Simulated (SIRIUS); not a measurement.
HfIn4SiO6:

```
Hf In Si O
1.0
     2.71585   -4.70357    0.00833
     2.71585    4.70357    0.00833
    -1.87915    0.00000    7.40127
Hf In Si O
1 4 1 6
Cartesian
  2.7159 -2.7125 0.0083
  1.7763 -1.1453 3.7090
  2.7159 0.4231 0.0083
  1.7763 2.0313 3.7090
  1.7763 -4.3098 3.7090
  2.7159 3.5589 0.0083
  -1.1497 0.2444 6.4159
  4.7022 0.2444 1.0021
  1.9910 -1.2091 6.4253
  1.5616 -1.2091 0.9927
  1.8741 2.2355 0.9933
  1.6785 2.2355 6.4246
```

The cell was built by a generator and needn't be a form met in nature.

- Program: SIRIUS 7.12.0
- Task: single point
- Functional: PBE
- Potentials or basis: PseudoDojo 0.4.1 PBE standard (scalar relativistic)
- Cutoff: 1152 eV
- Density cutoff: 4606 eV
- k mesh: 6 × 6 × 4
- Occupations: fermi-dirac, width 0.05 eV
- Spin: no spin polarisation

On this cell: pressure -0.4 GPa; largest force 0.096 eV/Å; band gap on the k mesh none (metal or under the smearing width).

The same run follows on a disturbed copy (atoms moved at random, drawn with an rms of 0.05 Å):

```xyz
12
Lattice="2.7159 -4.7036 0.0083 2.7159 4.7036 0.0083 -1.8792 0.0000 7.4013" Properties=species:S:1:pos:R:3 pbc="T T T"
Hf    2.7245   -2.7640    0.0666
In    1.7558   -1.0551    3.7035
In    2.7017    0.4292   -0.0220
In    1.7752    2.0391    3.7265
In    1.7534   -4.2984    3.6914
Si    2.6731    3.5645    0.0242
O    -1.1660    0.2569    6.3577
O     4.6850    0.2935    1.0064
O     2.0210   -1.1898    6.3768
O     1.5760   -1.2495    0.9675
O     1.8363    2.2573    1.0401
O     1.6711    2.2483    6.4334
```

Task: What does the disturbed cell give?

Result: The energy (extrapolated to zero smearing) moves by +14.6 meV/atom; pressure -0.8 GPa; largest force 1.338 eV/Å; band gap on the k mesh none (metal or under the smearing width).

Forces on the atoms (eV/Å):
```
Hf  -0.120  1.084 -0.775
In   0.073 -0.258  0.069
In  -0.074 -0.257 -0.417
In  -0.072  0.139  0.139
In   0.011  0.099  0.151
Si   0.618 -0.307 -0.855
O   -0.003  0.048  0.774
O    0.170 -0.851  0.094
O   -0.279 -0.185  0.831
O   -0.389  0.661  0.208
O    0.095  0.125 -0.374
O   -0.030 -0.297  0.155
```

Stress tensor (GPa, compression positive):
```
-0.59  0.43  0.16
 0.43 -0.31  0.41
 0.16  0.41 -1.55
```
